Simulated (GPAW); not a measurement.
Crystal: In3As.

```xyz
4
Lattice="4.6717 0.0000 0.0000 0.0000 4.6717 0.0000 0.0000 0.0000 4.6717" Properties=species:S:1:pos:R:3 pbc="T T T"
In    2.3358    2.3358    0.0000
In    2.3358    0.0000    2.3358
In    0.0000    2.3358    2.3358
As    0.0000    0.0000    0.0000
```

The cell comes from a database or a generator and needn't be the stable form of this composition.

```yaml
Program: GPAW 26.7.0
Task: relaxation of cell and atoms
Functional: PBEsol
Potentials_or_basis: PAW data sets generated in the run's folder for this functional
Cutoff: 600 eV
Basis: pw
k_mesh: 6 × 6 × 6
Occupations: fermi-dirac, width 0.05 eV
Spin: no spin polarisation
```

At the start: pressure -2.7 GPa; volume 25.49 Å³/atom.

Problem. Where does the relaxation end?

Solution. Over 4 steps the energy falls by 12.5 meV/atom and the volume is 23.99 Å³/atom (-5.9 %); space group Pm-3m (No. 221, to 0.05 Å).

Step by step:
```
step  energy change (eV)  largest force (eV/Å)  pressure (GPa)  volume (Å³)
   1              0.0000                0.0000           -2.67       101.96
   2             -0.0072                0.0000           -2.50       101.50
   3             -0.0493                0.0000            0.29        95.38
   4             -0.0502                0.0000           -0.02        95.96
```

Final structure:
```yaml
crystal:
  lattice:
    - [4.57829, 0.00000, 0.00000]
    - [0.00000, 4.57829, 0.00000]
    - [0.00000, 0.00000, 4.57829]
  atoms:
    - { symbol: In, position: [0.50000, 0.50000, 0.00000] }
    - { symbol: In, position: [0.50000, 0.00000, 0.50000] }
    - { symbol: In, position: [0.00000, 0.50000, 0.50000] }
    - { symbol: As, position: [0.00000, 0.00000, 0.00000] }
```

Caveat: later steps reuse the first step's grids.
